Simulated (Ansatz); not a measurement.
# TiW: how the settings move a relaxation

Question: which choices in the input matter for TiW?

Program: Ansatz 0.2.0. Level of theory: reference: DFT, r2SCAN, PAW with Ansatz's default frozen-core files, scalar-relativistic; relaxation of cell and atoms. These are calculated values, not measurements.

## (1) The starting structure

The structure is orthorhombic, space group Cmmm (No. 65). Conventional cell: a = 3.187 Å, b = 4.509 Å, c = 4.468 Å, α = 90.00°, β = 90.00°, γ = 90.00°. Ti (site symmetry mmm) has 4 W at 2.74 Å and 4 Ti at 2.76 Å as nearest neighbours. Around W (site symmetry mmm) lie 4 Ti at 2.74 Å and 4 W at 2.76 Å.

As a file:

```cif
data_structure
_symmetry_space_group_name_H-M 'Cmmm'
_symmetry_Int_Tables_number 65
_cell_length_a 3.1875
_cell_length_b 4.5093
_cell_length_c 4.4681
_cell_angle_alpha 90.000
_cell_angle_beta 90.000
_cell_angle_gamma 90.000
_cell_volume 64.22
loop_
_atom_site_label
_atom_site_type_symbol
_atom_site_symmetry_multiplicity
_atom_site_Wyckoff_symbol
_atom_site_fract_x
_atom_site_fract_y
_atom_site_fract_z
_atom_site_occupancy
Ti1 Ti 2 a 0.00000 0.00000 0.00000 1
W1 W 2 c 0.50000 0.00000 0.50000 1
```

## (2) The reference run

Contents of input.yaml:

```yaml
crystal:
  lattice:
    - [1.59372522, -2.2546343387, 0.0]
    - [1.59372522, 2.2546343387, 0.0]
    - [0.0, 0.0, 4.4681168022]
  atoms:
    - { symbol: Ti, position: [0.0, 0.0, 0.0] }
    - { symbol: W, position: [0.5, 0.5, 0.5] }
kpoints:
  mp_grid: { grid: [16, 16, 10] }
scf:
  occupations: { method: fermi_dirac, width: 0.1 }
hamiltonian:
  xc: r2scan
  pseudopotentials: { kind: paw }
relax:
  f_tol: 0.002
  max_steps: 80
  cell: {}
output:
  forces: true
  stress: true
```

The run is started by

```bash
ansatz run input.yaml --threads 1 --pin off --max-ram 3072MiB --backend cpu --events-out ev --progress --plain --runs-dir out
```

## (3) Changed: accuracy high

Changes to input.yaml since step 2:

```diff
@@ -22 +22,2 @@
   stress: true
+accuracy: high
```

**Question.** What will these runs give? Wanted: for each run, ending; energy change; pressure; gap; force.

**Answer**, as computed:

```
             run     ending  energy change  pressure (GPa)  gap (eV)  force (eV/Å)  cycles     time
       reference  converged              0             0.0      0.00          0.00      30  1.8 min
1: accuracy high  converged   0.0 meV/atom             0.0      0.00          0.00      30    2 min
```

Changing the accuracy level hardly moves the energy: 0.0 meV/atom.
